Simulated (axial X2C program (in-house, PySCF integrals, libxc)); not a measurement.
# FTbF: Ω levels from open-shell CI on f8 s1

Aim: the spin–orbit levels of FTbF that arise from the configuration f8 s1 of Tb, and how they move with the bond.

Computed with an in-house X2C program for linear molecules on PySCF integrals. Level: two-component X2C, average-of-configuration Hartree–Fock and CI in the open shells.

All values are calculated.

**1. Input**

Contents of task.json:

```json
{"zs": [9, 65, 9], "q": 0, "bas": ["dyall-av3z", "dyall-v3z", "dyall-av3z"], "r0": 2.32, "metal": 1, "shells": [[3, [0, 1, 2, 3], 8], [0, [0], 1]], "fix": 0, "emax": 2.2, "nroots": 4}
```

Keys: zs atomic numbers; q charge; bas basis sets; r0 starting distance in Å; metal index of the metal atom; shells open shells as [l, |m| values, electrons]; fix electron count of the first shell held; emax energy window in eV; nroots roots for each Ω.

The run is started by

```console
python soci.py task.json out
```

Two-component X2C with atomic mean-field Coulomb and Gaunt terms, basis F dyall-av3z, Tb dyall-v3z (cores contracted in-house). Orbitals come from Hartree–Fock averaged over the configuration Tb f8 s1; CI then distributes these electrons over the f, s shells of Tb.

**2. CI at F–Tb–F held linear, both bonds 2.062 Å**

Before running it: what results should come out? Wanted: lowest level of the model; next level; lowest curve, Re and ωe.

As calculated:

| quantity | value |
| --- | --- |
| lowest level of the model | Ω = 13/2, g∥ = 19.95, 100% f8 s1 |
| next level | Ω = 11/2, 412 cm⁻¹ higher |
| lowest curve, Re and ωe | 2.062 Å, 552.5 cm⁻¹ |

In words: In the lowest level ⟨Sz⟩ = 3.47 and ⟨Lz⟩ = 3.03; its leading determinant has weight 0.27 among 325. From 2.062 to 1.918 Å the gap from the lowest to the fifth level goes from 1811 to 1806 cm⁻¹. Without dynamic correlation distances can be off by several hundredths of an Å, and the wavenumbers are rough. There is no dynamic correlation: spin–orbit spacings and, for f shells, spacings inside one term are the most reliable numbers, splittings between terms come out too wide, and energies between configurations are not reliable, so the lowest level need not be the ground state of the molecule. At most 4 roots were kept for each Ω > 0 (twice that for Ω = 0) within 2.2 eV of the lowest, so higher up levels can be missing between those listed; levels with Ω > 0 are doubly degenerate and listed once, Ω = 0 levels singly. The molecule was held linear; bending was not examined.
